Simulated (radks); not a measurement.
# Dipole-allowed lines with 4 electrons: Cu²⁵⁺

Aim: excitation energies and oscillator strengths as poles of the dipole polarisability below minus the highest eigenvalue. Time-dependent linear response with the Hartree and adiabatic exchange-only LDA kernel follows each ground state. Its values go to the run's result record, not to the log.

Program: radks (a radial shooting solver on a logarithmic mesh, Libxc functionals) version 1. Level of theory: non-relativistic Kohn-Sham, exchange-only LDA, spin-unpolarised, spherical densities, point nucleus. These are calculated values, not measurements, unless marked.

## (1) The system

* species: Cu²⁵⁺ ([He] 2s2)

## (2) Cu²⁵⁺, [He] 2s2

Input:

```text
Z 29
configuration [He] 2s2 2p0 3s0 3d0
relativity non-relativistic
functional lda,
spin unpolarised
nucleus point
response adiabatic LDA kernel, real frequencies
```

Started as:

```sh
$ python run_ks.py task.json out
```

The same process makes all the runs of this session.

**Question.** What will this run give?

**Answer**, as computed:

| species | −ε(HOMO) (eV) | lowest orbital gap (eV) | first line (eV) | f | strongest line (eV) | its f | static α (bohr³) | measured (eV) |
| --- | --- | --- | --- | --- | --- | --- | --- | --- |
| Cu²⁵⁺ | 2393.9 | 2s-2p 60.398 | 82.501 | 0.109 | 1392.4 | 0.749 | 0.01225 | - |

**Reading.** In Cu²⁵⁺ the response moves the first line 22.103 eV above the bare orbital gap, and the lines found carry 100 % of the static polarisability. Very weak lines can be missed, and lines above minus the highest eigenvalue dissolve into this model's continuum.
